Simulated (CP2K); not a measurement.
The system is GaSb3.

```
CELL_PARAMETERS angstrom
5.27586 0.00000 0.00000
2.63793 4.56903 0.00000
2.63793 1.52301 4.30772
ATOMIC_POSITIONS crystal
Sb 0.50000 0.50000 0.50000
Sb 0.75000 0.75000 0.75000
Sb 0.25000 0.25000 0.25000
Ga 0.00000 0.00000 0.00000
```

The cell comes from a database or a generator and needn't be the stable form of this composition.

Program: CP2K 2026.2. Alike in all runs: task band structure; no spin polarisation; cell as given; k mesh 6 × 6 × 6.

Q: Order these runs on this cell by their pressure, lowest first.
A. level r2SCAN; potentials or basis POTENTIAL_UZH Sb GTH-SCAN-q5, Ga GTH-SCAN-q13; TZVP-MOLOPT-SCAN-GTH basis; smearing fermi-dirac 0.05 eV; EPS_DEFAULT 1.0E-10; points a segment of the path (NPOINTS) 10; bands added on the path 6; CUTOFF of the grids 675 Ry
B. level LDA; potentials or basis GTH_POTENTIALS Sb GTH-PADE-q5, Ga GTH-PADE-q13; TZVP-MOLOPT-PBE-GTH basis; smearing fermi-dirac 0.0259 eV; EPS_DEFAULT 1.0E-9; points a segment of the path (NPOINTS) 8; bands added on the path 4; CUTOFF of the grids 450 Ry
C. level PBE; potentials or basis POTENTIAL_UZH Sb GTH-PBE-q5, Ga GTH-PBE-q13; TZVP-MOLOPT-PBE-GTH basis; smearing fermi-dirac 0.1 eV; EPS_DEFAULT 1.0E-9; points a segment of the path (NPOINTS) 8; bands added on the path 6; CUTOFF of the grids 450 Ry

A: B (-3.7 GPa), A (-1.6 GPa), C (0.5 GPa).

Caveats: the basis of atomic orbitals isn't converged, which shifts pressures, moduli and gaps.

Not every run made on this cell is shown here.
